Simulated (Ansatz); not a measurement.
# C2H6GeTe: geometry optimisation in Python

The task is a geometry optimisation, for C2H6GeTe. SMILES: [GeH3][CH]1C[Te]1.

Computed with Ansatz 0.2.0, driven from Python. Level of theory: Hartree-Fock/def2-SVP.

### Step 1. Starting point

Bond lengths: Ge1–C2 1.901 Å, C2–C3 1.451 Å, C2–Te4 2.119 Å, C3–Te4 2.076 Å, Ge1–H5 1.614 Å, Ge1–H6 1.541 Å, Ge1–H7 1.570 Å, C2–H8 1.135 Å, C3–H9 1.171 Å, C3–H10 1.124 Å. Angles (14 of 19 angles, heavy atoms first): Ge1–C2–C3 113.0°, Ge1–C2–Te4 113.6°, C3–C2–Te4 68.2°, C2–C3–Te4 71.4°, C2–Te4–C3 40.4°, Ge1–C2–H8 119.3°, C3–C2–H8 114.6°, Te4–C2–H8 117.6°, C2–Ge1–H5 108.5°, C2–Ge1–H6 113.0°, C2–Ge1–H7 111.4°, C2–C3–H9 116.7°, C2–C3–H10 115.4°, Te4–C3–H9 116.8°.

The script reads c2h6gete.xyz:

```xyz
10

Ge   -0.67590    1.17880    0.18700
C     0.12700   -0.30650   -0.68570
C     0.89310   -1.14620    0.21560
Te   -0.85080   -2.14710   -0.30220
H    -1.90280    1.70350   -0.72060
H    -1.25740    0.82400    1.56910
H     0.33690    2.36860    0.34030
H     0.59460   -0.16360   -1.70950
H     0.98240   -0.78180    1.32450
H     1.83600   -1.58070   -0.21550
```

### Step 2. Script

File run_opt.py:

```python
"""Minimum-energy structure of C2H6GeTe."""

import ansatz as az
import numpy as np

system = az.Crystal.molecule_from_extxyz("c2h6gete.xyz")

calculation = (
    system.calculation()
    .basis(gaussian="def2-SVP")
    .functional("HF")
)
symbols = [site.symbol for site in system.cartesian_sites]
start = np.array([site.position_ang for site in system.cartesian_sites], dtype=float)
def progress(event):
    if event["event"] == "relax_step":
        row = event["data"]
        print(f"step {row['step']:3d}  E = {row['lagrangian_ev']:.6f} eV  largest force component {row['allowed_force_max_ev_ang']:.4f} eV/A")


report = calculation.relax(force_tolerance=0.01).session().plan().execute(on_event=progress).report
end = np.array(report["positions_ang"])

print("reference energy %16.6f eV" % report["reference_energy_ev"])
print("total energy     %16.6f eV" % report["free_energy_ev"])
print("occupied orbitals outside the frozen core (up, down):", report["n_occupied"], " frozen:", report["n_frozen"], " virtual:", report["n_virtual"])

print("final positions (A) and the move of each atom")
for symbol, xyz, old in zip(symbols, end, start):
    print(f"{symbol:2s} {xyz[0]:10.5f} {xyz[1]:10.5f} {xyz[2]:10.5f}   {np.linalg.norm(xyz - old):7.4f}")
```

### Step 3. Launch

Started as:

```bash
python run_opt.py
```

**Question.** What results will this script give? Wanted: total energy; dipole moment; moves of the relaxation; energy gained; last largest force component.

As calculated:

| quantity | value |
| --- | --- |
| total energy | -65884.8354 eV |
| dipole moment | 2.13 D |
| moves of the relaxation | 8 |
| energy gained | 0.630 eV |
| last largest force component | 0.0052 eV/Å |

In words: The relaxation took 8 moves; the largest shift is 0.281 Å, of atom 9 (H). The end point is the stationary point reached from this start; no frequency run checks that it is a minimum, and the basis set is modest. def2 sets replace the cores of elements past krypton by effective core potentials.
